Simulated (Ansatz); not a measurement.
Working through a comparison of norm-conserving and PAW potentials of Ir, space group Pmma

With the Ansatz DFT code, driven from Python.

The cells in order, each with its output:

```python
import ansatz as az
import numpy as np
```

```python
def count_gap(report):
    # lowest empty less highest filled band, counting bands; zero where they overlap
    return max(report.get("gap_by_band_count_ev") or 0.0, 0.0)
```

```python
system = (
    az.Lattice.orthorhombic(12.238455, 2.233431, 7.193001)
    .space_group(51, hermann_mauguin="Pmma")
    .atom("Ir", (0.25, 0.0, 0.163988))
)
```

```python
[site.symbol for site in system.resolved().sites]
```

    ['Ir', 'Ir']

```python
job = (
    system.calculation()
    .functional(az.Functional.PBESOL)
    .kpoints(3, 15, 5)
    .occupations(az.OccupationsMethod.FERMI_DIRAC)
    .stress()
    .forces()
    .band_table()
)
variants = {
    "PAW": job.pseudopotentials("paw"),
    "norm-conserving": job.pseudopotentials("nc"),
}
# totals differ by the cores that each treatment holds, so compare what does not depend on them
rows = []
for label, variant in variants.items():
    report = variant.run(threads=1, pin="off").report
    levels = np.array(report["eigenvalues_ev"][0]) - report["fermi_energy_ev"]
    print(label, "levels at the first k-point near E_F:", np.round(levels[np.abs(levels) < 5], 3))
    rows.append((label, report["n_electrons"], np.trace(report["stress_gpa"]) / 3, count_gap(report)))
print("     treatment  electrons in bands           P GPa  gap by band count eV")
for row in rows:
    print(f"{str(row[0]):>14s}  {row[1]:18.1f}  {row[2]:14.3f}  {row[3]:20.3f}")
```

    DeckWarning: basis.ecutwfc = 420 eV, auto-derived from the records' recommended cutoffs: set by Ir (normal level)
    PAW levels at the first k-point near E_F: [-2.265 -2.209 -1.665 -1.662 -1.66  -1.656  2.397  2.397  2.397  2.397
      2.636]
    DeckWarning: basis.ecutwfc = 925.187132 eV, auto-derived from the records' recommended cutoffs: set by Ir (normal level)
    norm-conserving levels at the first k-point near E_F: [-2.271 -2.214 -1.662 -1.658 -1.657 -1.653  2.392  2.392  2.392  2.392
      2.633]
         treatment  electrons in bands           P GPa  gap by band count eV
               PAW                34.0           0.777                 0.000
    norm-conserving                34.0           0.731                 0.000

PAW gives 0.777 GPa and norm-conserving 0.731 GPa, 0.046 GPa apart. They took 21.7 and 74.2 s of processor time.

Notes:
- No spin polarisation was allowed.
- The cell holds layers, chains or clusters in vacuum, no bulk phase; its stress is averaged over the vacuum too and scales with the cell's height.
- The computed bands are complete only to about 2.6 eV above the Fermi level.
- A gap by band count of zero or less means overlapping bands, a metal.
- Points of the mesh across the vacuum add cost only.
- This isn't the structure that Ir takes at ambient conditions.
- Gaps and levels are Kohn-Sham values on a finite set of k-points, without spin-orbit coupling.
- Warnings are shown shortened and without file and line.
- Stress is positive in compression.
- Hardware and time: 97 s on 1 thread of Arm Neoverse N1, with other jobs on the host, peak memory 0.86 GiB.
